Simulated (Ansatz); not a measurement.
# CsLi3: the cost of one run

Program: Ansatz 0.2.0. Level of theory: DFT PBE, scalar-relativistic, plane waves, PAW. These are calculated values, not measurements.

### 1 The starting structure

The structure is cubic, space group Pm-3m (No. 221). Conventional cell: a = 4.308 Å, b = 4.308 Å, c = 4.308 Å, α = 90.00°, β = 90.00°, γ = 90.00°. Cs (site symmetry m-3m) has 12 Li at 3.05 Å as nearest neighbours. Li (site symmetry 4/mmm) is surrounded by 4 Cs at 3.05 Å and 8 Li at 3.05 Å.

Coordinates:

```cif
data_structure
_symmetry_space_group_name_H-M 'Pm-3m'
_symmetry_Int_Tables_number 221
_cell_length_a 4.3081
_cell_length_b 4.3081
_cell_length_c 4.3081
_cell_angle_alpha 90.000
_cell_angle_beta 90.000
_cell_angle_gamma 90.000
_cell_volume 79.96
loop_
_atom_site_label
_atom_site_type_symbol
_atom_site_symmetry_multiplicity
_atom_site_Wyckoff_symbol
_atom_site_fract_x
_atom_site_fract_y
_atom_site_fract_z
_atom_site_occupancy
Cs1 Cs 1 a 0.00000 0.00000 0.00000 1
Li1 Li 3 c 0.00000 0.50000 0.50000 1
```

(A quick probe on a coarse mesh, which set the mesh and smearing, is not shown.)

### 3 Coarse relaxation

Contents of input.yaml:

```yaml
crystal:
  lattice:
    - [4.3081366645, 0.0, 0.0]
    - [0.0, 4.3081366645, 0.0]
    - [0.0, 0.0, 4.3081366645]
  atoms:
    - { symbol: Cs, position: [0.0, 0.0, 0.0] }
    - { symbol: Li, position: [0.0, 0.5, 0.5] }
    - { symbol: Li, position: [0.5, 0.0, 0.5] }
    - { symbol: Li, position: [0.5, 0.5, 0.0] }
basis:
  ecutwfc: 420
kpoints:
  mp_grid: { grid: [4, 4, 4] }
hamiltonian:
  xc: pbe
scf:
  occupations: { method: gaussian, width: 0.1 }
  lower_state_search: "off"
output:
  forces: true
  stress: true
  eigenvalues: true
relax:
  adjacent_minimum: "off"
  f_tol: 0.04
  max_steps: 70
  cell: { stress_tol: 0.4 }
```

Command:

```
> ansatz run input.yaml --threads 1 --pin off --max-ram 2560MiB --backend cpu --events-out ev --progress --plain --runs-dir out
```

Q: Estimate wall time and peak memory on 1 thread of Intel Xeon Platinum 8259CL at 2.50GHz (Skylake/Cascade Lake), shared host.

About 19 s, with a peak of 0.43 GiB.
